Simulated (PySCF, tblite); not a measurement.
# C₃H₇FGeSi: geometry, infrared bands and NMR shifts

Aim: predict the infrared bands and NMR shifts of C₃H₇FGeSi (`CC#[C][GeH2][SiH2]F`).

Programs: tblite 0.8.0 and PySCF 2.14.0, with density-fitted response routines of our own. Each step states its level of theory. These are calculated values for one molecule in the gas phase, unless marked as measured. Atoms are numbered from 0 throughout.

**1. Starting geometry**

13 atoms, charge 0, multiplicity 1; geometry from: force field or distance geometry start.

Bonds of the start (Å): C0–C1 1.46, C1–C2 1.22, C2–Ge3 1.91, Ge3–Si4 2.34, Si4–F5 1.66, C0–H6 1.12, C0–H7 1.09, C0–H8 1.13, Ge3–H9 1.55, Ge3–H10 1.55, Si4–H11 1.48, Si4–H12 1.44.

**2. Relaxing the molecule with GFN2-xTB**

Job settings and geometry (Å):

```
{"job": {"kind": "relax", "xc": "GFN2-xTB", "basis": "xTB"}, "charge": 0, "multiplicity": 1}
C     -3.090100     0.221900     0.272000
C     -1.716500     0.030300    -0.172900
C     -0.560100    -0.149100    -0.515800
Ge     1.244900    -0.416100    -1.077600
Si     2.668400     0.089500     0.714700
F      4.035200     0.899100     0.234300
H     -3.260600    -0.215400     1.292300
H     -3.737300    -0.221800    -0.480900
H     -3.324800     1.313800     0.439700
H      1.387200    -1.906800    -1.474300
H      1.586200     0.458500    -2.305500
H      1.874400     1.003700     1.562700
H      2.888700    -1.107200     1.493600
```

Launch:

```console
$ OMP_NUM_THREADS=1 python probes_run.py task.json out
```

One launch serves the whole session: the jobs run in the order shown.

**Question.** This job is followed by: GFN2-xTB harmonic vibrations, gas phase; GIAO PBE0/pcSseg-1 NMR shielding, non-relativistic, gas phase. Predict these results of the whole session: strongest single infrared mode (GFN2-xTB); zero-point energy (GFN2-xTB); ¹³C shifts against TMS (PBE0/pcSseg-1); ¹H shifts against TMS (PBE0/pcSseg-1, means over atoms taken as alike); ⁷³Ge shifts against GeMe4 (PBE0/pcSseg-1); ²⁹Si shifts against TMS (PBE0/pcSseg-1); ¹⁹F shifts against CFCl3 (PBE0/pcSseg-1).

The runs gave:

| quantity | value |
| --- | --- |
| strongest single infrared mode (GFN2-xTB) | 657 cm⁻¹, 541 km/mol |
| zero-point energy (GFN2-xTB) | 50.0 kcal/mol |
| ¹³C shifts against TMS (PBE0/pcSseg-1) | 115.4, 75.8, 6.2 ppm |
| ¹H shifts against TMS (PBE0/pcSseg-1, means over atoms taken as alike) | 5.73, 4.25, 2.00 ppm |
| ⁷³Ge shifts against GeMe4 (PBE0/pcSseg-1) | -313 ppm |
| ²⁹Si shifts against TMS (PBE0/pcSseg-1) | 10.6 ppm |
| ¹⁹F shifts against CFCl3 (PBE0/pcSseg-1) | -254.3 ppm |

**Reading.** The optimisation took 67 steps and gained 0.329 eV; among the close pairs (by a distance rule), Si4–F5 changed most, from 1.660 to 1.610 Å. The lowest mode is slightly imaginary (16i cm⁻¹), a soft motion within the noise of the Hessian, so the minimum is not strictly shown. The strongest single mode, at 657 cm⁻¹, moves mainly H9. Unscaled tight-binding wavenumbers are off by several per cent, some by more. Its intensities can rank the bands wrongly. At PBE0/pcSseg-1: The largest span, 298 ppm, is at C1, where the paramagnetic term is -201 ppm. Spin-orbit coupling is left out, which matters for shieldings and couplings at and beside the heavy atoms.
